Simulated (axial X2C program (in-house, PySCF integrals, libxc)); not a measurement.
**OsGe⁺: EOM-IP-CCSD levels**

Aim: EOM-IP-CCSD levels of OsGe⁺, with spin–orbit coupling in the Hamiltonian from the start.

Program: an in-house X2C program for linear molecules on PySCF integrals. Level of theory: two-component X2C with atomic mean-field terms, Os dyall-cv3z, Ge dyall-cv3z. These are calculated values, not measurements.

## 1. Input

task.json reads:

```json
{"zs": [76, 32], "q": 1, "bas": ["dyall-cv3z", "dyall-cv3z"], "r0": 2.5, "eom": "ip", "rq": 0, "thr": -1.0, "nmax": 95, "grid": [1, 0.96, 1.045, 0.92, 1.09, 1.15]}
```

Keys: zs atomic numbers; q charge; bas basis sets; r0 starting distance in Å; eom kind of EOM run; thr threshold in hartree for freezing inner shells (an s shell follows its p shell); nmax most natural virtual spinors; grid distances as factors.

Started as:

```
python soeom.py task.json out
```

The runs that follow: EOM-IP-CCSD at 2.227 Å.

What does the calculation give? Wanted: next root led by one particle; T1 of the reference.

As calculated:

| quantity | value |
| --- | --- |
| lowest root at 2.227 Å | Ω = 1/2, 7.819 eV |
| next root led by one particle | Ω = 3/2, about 6360 cm⁻¹ higher |
| T1 of the reference | 0.050 |

What this shows: Removing an electron from the reference determinant of OsGe costs 7.82 eV and empties a spinor of 44% Os sσ, 31% Os dσ, 19% Ge pσ. The closed-shell reference lies 0.31 eV above the lowest determinant found, so these energies count from an excited configuration. Errors of 0.1 to 0.3 eV are usual at this size, and roots led by higher excitations are left out, so the list is incomplete, and low states of that kind can be missing. T1 or the largest double amplitude of the reference is raised, which lowers the reliability.
